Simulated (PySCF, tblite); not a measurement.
# C₂H₁₁NO₃Si₃: geometry, infrared bands and NMR shifts

Wanted: the infrared bands and NMR shifts of C₂H₁₁NO₃Si₃ (`N[Si@@]1(O[SiH3])CC[Si@@H](O)O1`), by calculation.

Programs: tblite 0.8.0 and PySCF 2.14.0, with density-fitted response routines of our own. Each step states its level of theory. These are calculated values for one molecule in the gas phase, unless marked as measured. Atoms count from 0, in the outputs and in this text.

**1. The molecule as given**

20 atoms, charge 0, multiplicity 1; geometry from: force field or distance geometry start.

Bonds of the start (Å): N0–Si1 1.78, Si1–O2 1.70, O2–Si3 1.70, Si1–C4 1.87, C4–C5 1.52, C5–Si6 1.88, Si6–O7 1.71, Si6–O8 1.72, O8–Si1 1.72, N0–H9 1.03, N0–H10 1.02, Si3–H11 1.46, Si3–H12 1.46, Si3–H13 1.47, C4–H14 1.11, C4–H15 1.10, C5–H16 1.09, C5–H17 1.12, Si6–H18 1.46, O7–H19 1.00.

**2. Geometry optimisation with GFN2-xTB**

Job settings and geometry (Å):

```
{"job": {"kind": "relax", "xc": "GFN2-xTB", "basis": "xTB"}, "charge": 0, "multiplicity": 1}
N      1.341100    -1.121100     0.680100
Si     0.467600     0.044000    -0.342900
O      1.470300     0.908400    -1.408800
Si     3.019800     1.031900    -0.728500
C     -0.843100    -0.971200    -1.215200
C     -1.864700    -1.082600    -0.094800
Si    -2.014600     0.739700     0.347900
O     -3.074700     0.993100     1.660500
O     -0.379400     1.100900     0.724100
H      1.545300    -0.815700     1.640300
H      2.026000    -1.705900     0.207000
H      3.461200     2.409100    -0.898800
H      3.864000     0.062500    -1.428900
H      2.939400     0.721700     0.707900
H     -1.313100    -0.395500    -2.037400
H     -0.451200    -1.954100    -1.497500
H     -2.808300    -1.520200    -0.411300
H     -1.348300    -1.657000     0.712300
H     -2.427600     1.422700    -0.871700
H     -3.614800     1.800100     1.433200
```

Run with:

```
$ OMP_NUM_THREADS=1 python probes_run.py task.json out
```

One launch serves the whole session: the jobs run in the order shown.

**Question.** This job is followed by: GFN2-xTB harmonic vibrations, gas phase; GIAO PBE0/pcSseg-1 NMR shielding, non-relativistic, gas phase. What will the session give for the following? strongest single infrared mode (GFN2-xTB); zero-point energy (GFN2-xTB); 13C shifts against TMS (PBE0/pcSseg-1); 1H shifts against TMS (PBE0/pcSseg-1, means over atoms taken as alike); 15N shifts against NH3 (PBE0/pcSseg-1); 29Si shifts against TMS (PBE0/pcSseg-1); 17O shifts against H2O (PBE0/pcSseg-1).

As calculated:

| quantity | value |
| --- | --- |
| strongest single infrared mode (GFN2-xTB) | 1089 cm⁻¹, 663 km/mol |
| zero-point energy (GFN2-xTB) | 85.5 kcal/mol |
| 13C shifts against TMS (PBE0/pcSseg-1) | 12.5, 10.3 ppm |
| 1H shifts against TMS (PBE0/pcSseg-1, means over atoms taken as alike) | 5.13, 5.10, 2.16, 1.15, 1.05, 0.73, 0.71, 0.55 ppm |
| 15N shifts against NH3 (PBE0/pcSseg-1) | 27.5 ppm |
| 29Si shifts against TMS (PBE0/pcSseg-1) | -12.2, -27.7, -44.4 ppm |
| 17O shifts against H2O (PBE0/pcSseg-1) | 131.2, 52.9, 38.0 ppm |

**Reading.** Over 192 steps the energy fell by 1.585 eV; of the close pairs, Si6–O7 changed most, 1.706 to 1.623 Å. No mode is imaginary among the 54: a minimum at this level. The strongest single mode, at 1089 cm⁻¹, moves mainly O2. GFN2-xTB is a fitted tight-binding method: band positions and strengths are rough. Its intensities can rank the bands wrongly.
